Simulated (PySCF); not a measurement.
# The bond of IO, level by level

One job finds the state of IO, follows it along the bond with each method and fits the curves.

Computed with PySCF 2.14.0. Level: I cc-pVDZ-PP with ECP28, O cc-pVDZ, scalar-relativistic core potentials.

**1. Set-up**

A driver script around PySCF takes these settings:

- atoms: I, O
- charge: 0
- basis: I cc-pVDZ-PP with ECP28, O cc-pVDZ
- Hamiltonian: scalar-relativistic core potentials
- basis functions: 37
- electrons treated: 33
- masses in u: 126.9045, 15.9949
- levels: PBE0, PBE, r²SCAN, LDA, PBEsol, MN15, HF, MP2, SCS-MP2, CCSD, CCSD(T)
- grid: 80 radial by 434 angular points
- occupations: held fixed by the projection of orbital angular momentum
- dissociation limit: I + O, each in its ground configuration
- starting distance in angstrom: 1.910
- values of 2S to try: 1, 3

On the command line:

```sh
$ OMP_NUM_THREADS=1 python dia.py task.json out
```

The runs that follow: First curve: PBE0; Higher solutions at PBE0; PBE; r²SCAN (meta-GGA); LDA; PBEsol (GGA); MN15 (hybrid meta-GGA); UHF (mean field); Adding correlation.

Q: Predict the outcome of this session. Wanted: for each run, Re; ωe; De; μ.

**Answer**, as computed:

Lowest PBE0 solution found, without spin–orbit coupling: ²Π (doublet), unpaired electrons π ↑. State 2 has its PBE0 minimum 1.40 eV higher. The other levels ran on the lowest alone.

```tsv
level	Re (Å)	ωe (cm⁻¹)	De (eV)	μ (D)
UHF-CCSD	1.975	587	1.35	n/a
UHF-CCSD(T)	1.981	572	1.51	n/a
LDA	1.920	680	3.59	-2.55
PBE	1.951	635	2.78	-2.42
PBEsol	1.935	659	3.07	-2.46
r²SCAN	1.946	634	2.30	-2.30
PBE0	1.937	638	2.07	-2.28
MN15	1.931	633	1.99	-2.39
```

De is counted to I + O in their ground configurations. A positive dipole means I(−)O(+). No constants: UHF (no minimum is bracketed among the points kept); UHF-MP2 (the points don't follow one smooth fit); UHF-SCS-MP2 (the points don't follow one smooth fit).

In words: Bond lengths run from 1.920 Å (LDA) to 1.981 Å (UHF-CCSD(T)). Among the levels with a De in the table, it runs from 1.35 eV (UHF-CCSD) to 3.59 eV (LDA).

Correlated steps freeze 5 core orbitals. Spin–orbit coupling is left out, which matters for elements this heavy, above all for dissociation energies. T1 is 0.039 near the minimum (highest on the curve 0.050), which may point to more than one leading configuration. At some levels the lowest empty orbital lies below the highest filled one (the two can be of opposite spin). With spin–orbit coupling the term label itself may not hold.
